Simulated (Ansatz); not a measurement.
# MoRu: the cost of one run

Program: Ansatz 0.2.0 through its Python package. Level of theory: DFT PBEsol, all-electron LAPW. These are calculated values, not measurements.

### 1 The structure

It takes space group P-6m2 (No. 187, hexagonal). Conventional cell: a = 2.777 Å, b = 2.777 Å, c = 4.464 Å, α = 90.00°, β = 90.00°, γ = 120.00°. Around Mo (site symmetry -6m2) lie 6 Ru at 2.75 Å and 6 Mo at 2.78 Å. Ru (site symmetry -6m2) has 6 Mo at 2.75 Å and 6 Ru at 2.78 Å as nearest neighbours.

No structure file is read: the coordinates are typed or built in the script.

### 2 The script

run_eos_lapw.py

```python
"""E(V) of MoRu on LAPW."""

import ansatz as az
from ase.eos import EquationOfState
from ase.units import GPa
import numpy as np

VECTORS = np.array([
    [2.7774148, 0.0, 0.0],
    [-1.3887074, 2.40531177, 0.0],
    [0.0, 0.0, 4.463707],
])
SITES = [
    ("Mo", (2 / 3, 1 / 3, 0.0)),
    ("Ru", (1 / 3, 2 / 3, 0.5)),
]


def build(cell):
    crystal = az.Crystal(lattice=az.Lattice.of(cell))
    for symbol, position in SITES:
        crystal = crystal.atom(symbol, position)
    return crystal

volumes, energies = [], []
for scale in np.linspace(0.94, 1.06, 7):
    cell = VECTORS * scale ** (1 / 3)
    calc = (
        build(cell).calculation()
        .functional(az.Functional.PBESOL)
        .occupations(az.OccupationsMethod.FERMI_DIRAC, width=0.02)
        .scf(tolerance=1e-06)
        .kpoints(12, 12, 7)  # the mesh must be finer for metals
        .pseudopotentials("all_electron", lapw=True, basis_error=0.001)
    )
    summary = calc.run().report
    volumes.append(abs(np.linalg.det(cell)) / len(SITES))
    energies.append(summary["free_energy_ev"] / len(SITES))
    print(f"{scale:.3f} {volumes[-1]:9.4f} A^3/atom {energies[-1]:16.5f} eV/atom  (estimated basis error {1000 * summary['lapw_basis_errors']['total_ev_per_atom']:.2f} meV/atom)")
v0, e0, bulk = EquationOfState(volumes, energies, eos="birchmurnaghan").fit()
print(f"V0 = {v0:.4f} A^3/atom, B0 = {bulk / GPa:.1f} GPa")
```

### 3 Running it

Started as:

```bash
python run_eos_lapw.py
```

What time and memory should one allow on 1 thread of Arm Neoverse V1, shared host?

About 4.6 min, with a peak of 0.49 GiB.
